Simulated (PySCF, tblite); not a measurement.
**C7H6N2: geometry, infrared bands, NMR shifts, spin-spin couplings and electronic excitations**

What infrared bands, NMR shifts, spin-spin couplings and electronic excitations should C7H6N2 (`c1ccc2[nH]ncc2c1`) show?

Computed with tblite 0.8.0 and PySCF 2.14.0, with density-fitted response routines of our own, on a single molecule in the gas phase. Atoms are numbered from 0 throughout.

**1. The molecule as given**

15 atoms, charge 0, multiplicity 1; geometry from: force field or distance geometry start.

Bonds of the start (Å): C0–C1 1.38, C1–C2 1.40, C2–C3 1.38, C3–N4 1.37, N4–N5 1.31, N5–C6 1.36, C6–C7 1.38, C7–C8 1.38, C8–C0 1.37, C7–C3 1.39, C0–H9 1.09, C1–H10 1.09, C2–H11 1.09, N4–H12 1.05, C6–H13 1.08, C8–H14 1.09.

**2. Optimising the geometry with GFN2-xTB**

What the job is given:

```
{"job": {"kind": "relax", "xc": "GFN2-xTB", "basis": "xTB"}, "charge": 0, "multiplicity": 1}
C     -1.891800     0.542000     0.033800
C     -1.799500    -0.832600    -0.003200
C     -0.524900    -1.419200    -0.018400
C      0.616800    -0.637000    -0.031200
N      1.946700    -0.947300    -0.039200
N      2.624300     0.178000    -0.036800
C      1.761000     1.227500    -0.005900
C      0.466500     0.743900     0.010500
C     -0.773500     1.340600     0.035900
H     -2.891700     0.984300     0.061100
H     -2.699000    -1.447400     0.005400
H     -0.463100    -2.503600    -0.042100
H      2.368100    -1.912200    -0.061000
H      2.081200     2.257500     0.010800
H     -0.825600     2.433500     0.058300
```

Run with:

```
> OMP_NUM_THREADS=1 python probes_run.py task.json out
```

One launch serves the whole session: the jobs run in the order shown.

**Question.** This job is followed by: GFN2-xTB harmonic vibrations, gas phase; PBE0-D3(BJ)/def2-SVP geometry optimisation, gas phase; GIAO PBE0/pcSseg-1 NMR shielding, non-relativistic, gas phase; B3LYP/pcJ-1 indirect spin-spin coupling, non-relativistic, gas phase; TDDFT PBE0/def2-SVPD, vertical, gas phase, core orbitals frozen in the response; GIAO KT2/pcSseg-1 NMR shielding, non-relativistic, gas phase. Predict these results of the whole session: strongest single infrared mode (GFN2-xTB); zero-point energy (GFN2-xTB); point group; rotational constants (main isotopes); ¹³C shifts against TMS (PBE0/pcSseg-1); ¹H shifts against TMS (PBE0/pcSseg-1); ¹⁵N shifts against NH3 (PBE0/pcSseg-1); surface potential, 1st and 99th percentile; largest coupling of the table (B3LYP/pcJ-1); lowest singlet (PBE0/def2-SVPD); brightest single state of those computed; lowest triplet; vertical ionisation energy (ΔSCF); range of the shift of N5.

The runs gave:

```
                                   quantity                                                value
  strongest single infrared mode (GFN2-xTB)                                 3090 cm⁻¹, 85 km/mol
               zero-point energy (GFN2-xTB)                                        71.9 kcal/mol
                                point group                                                   Cs
       rotational constants (main isotopes)                                 4.00, 1.64, 1.16 GHz
     ¹³C shifts against TMS (PBE0/pcSseg-1)  142.5, 137.2, 131.4, 127.4, 126.4, 125.9, 112.7 ppm
      ¹H shifts against TMS (PBE0/pcSseg-1)               9.13, 7.96, 7.89, 7.48, 7.47, 7.33 ppm
     ¹⁵N shifts against NH3 (PBE0/pcSseg-1)                                     351.1, 197.7 ppm
      surface potential, 1st and 99th percentile                                   -1.57 V and 2.17 V
largest coupling of the table (B3LYP/pcJ-1)                             ¹J(C,H) C6–H13, 199.1 Hz
            lowest singlet (PBE0/def2-SVPD)                          4.80 eV (258 nm), f = 0.066
   brightest single state of those computed                          state 6, 6.59 eV, f = 0.343
                             lowest triplet                                              3.40 eV
          vertical ionisation energy (ΔSCF)                                              8.33 eV
                   range of the shift of N5                                   324.9 to 351.1 ppm
```

Over 21 steps the energy fell by 0.354 eV; of the close pairs, N5–C6 changed most, 1.359 to 1.308 Å (GFN2-xTB). No mode is imaginary among the 39: a minimum at this level. The strongest single mode, at 3090 cm⁻¹, is spread over several atoms, H14, H11, H10 among them. Unscaled tight-binding wavenumbers are off by several per cent, some by more. Its intensities can rank the bands wrongly. At PBE0/pcSseg-1: Shielding is most anisotropic at N5 (span 527 ppm, paramagnetic term -407 ppm). NICS(1)zz of -30 ppm above the planar ring from C0 marks a diatropic (aromatic) ring current. At PBE0/pcSseg-1, counted by nearest atom on the grid, the HOMO lies on N4 18 %; C2, C6, C8 about 16 % each, the LUMO on C2, C8 about 18 % each; N5 16 %. Of the pairs tabulated at B3LYP/pcJ-1, C6–H13 couples most strongly (199.1 Hz; Fermi contact 198.1 Hz). The orbital energy would give 6.56 eV for ionisation, ΔSCF gives 8.33 eV. In ppm, N5 moves most: its shift spreads over 26.2 ppm, from 324.9 (KT2/pcSseg-1) to 351.1 (PBE0/pcSseg-1).
